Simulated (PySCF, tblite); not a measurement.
# C4H8BN: geometry, infrared bands and NMR shifts

What infrared bands and NMR shifts should C4H8BN (`C[C@H]1[BH2-][N+]#CC1`) show?

The runs use tblite 0.8.0 and PySCF 2.14.0, with density-fitted response routines of our own; the level of theory stands in each step. All values are computed, except where a source is named. Atoms count from 0, in the outputs and in this text.

**1. The molecule as given**

14 atoms, charge 0, multiplicity 1; geometry from: force field or distance geometry start.

Bonds of the start (Å): C0–C1 1.54, C1–B2 1.68, B2–N3 1.49, N3–C4 1.15, C4–C5 1.40, C5–C1 1.57, C0–H6 1.12, C0–H7 1.10, C0–H8 1.11, C1–H9 1.12, B2–H10 1.18, B2–H11 1.20, C5–H12 1.11, C5–H13 1.11.

**2. Geometry optimisation with GFN2-xTB**

The job: settings as JSON, then the geometry in Å.

```
{"job": {"kind": "relax", "xc": "GFN2-xTB", "basis": "xTB"}, "charge": 0, "multiplicity": 1}
C     -0.484800    -1.548200    -1.395800
C     -0.148300    -0.093200    -1.756600
B      0.163900     0.089600    -3.396100
N     -0.850100     1.127200    -3.755900
C     -1.390900     1.332200    -2.766400
C     -1.331800     0.883600    -1.436800
H     -1.388900    -1.878800    -1.963200
H      0.366300    -2.207700    -1.636500
H     -0.696900    -1.631200    -0.306100
H      0.756200     0.207700    -1.170800
H      1.253500     0.505900    -3.594500
H     -0.049400    -0.911800    -4.014900
H     -2.275900     0.379600    -1.128100
H     -1.023700     1.703400    -0.750200
```

Run with:

```bash
OMP_NUM_THREADS=1 python probes_run.py task.json out
```

One launch serves the whole session: the jobs run in the order shown.

**Question.** This job is followed by: GFN2-xTB harmonic vibrations, gas phase; GIAO PBE0/pcSseg-1 NMR shielding, non-relativistic, gas phase. Predict these results of the whole session: strongest single infrared mode (GFN2-xTB); zero-point energy (GFN2-xTB); ¹³C shifts against TMS (PBE0/pcSseg-1); ¹H shifts against TMS (PBE0/pcSseg-1); ¹¹B shifts against BF3·OEt2 (PBE0/pcSseg-1); ¹⁵N shifts against NH3 (PBE0/pcSseg-1).

As calculated:

| quantity | value |
| --- | --- |
| strongest single infrared mode (GFN2-xTB) | 2412 cm⁻¹, 191 km/mol |
| zero-point energy (GFN2-xTB) | 69.5 kcal/mol |
| ¹³C shifts against TMS (PBE0/pcSseg-1) | 125.7, 39.2, 24.0, 20.1 ppm |
| ¹H shifts against TMS (PBE0/pcSseg-1) | 8.09, 7.94, 3.01, 2.28, 1.97, 1.83, 1.27, 1.15 ppm |
| ¹¹B shifts against BF3·OEt2 (PBE0/pcSseg-1) | 92.6 ppm |
| ¹⁵N shifts against NH3 (PBE0/pcSseg-1) | 298.1 ppm |

What this shows: The optimisation took 137 steps and gained 1.151 eV; among the close pairs (by a distance rule), B2–N3 changed most, from 1.495 to 3.771 Å. No mode is imaginary among the 36: a minimum at this level. The strongest single mode, at 2412 cm⁻¹, moves mainly C4 and N3. GFN2-xTB is a fitted tight-binding method: band positions and strengths are rough. Its intensities can rank the bands wrongly. The structure rearranged or came apart on optimisation; the results belong to the end geometry, not to the formula as drawn. Shifts at one fixed geometry are not the observed spectrum, which averages over the motion. At PBE0/pcSseg-1: The largest span, 505 ppm, is at N3, where the paramagnetic term is -370 ppm.
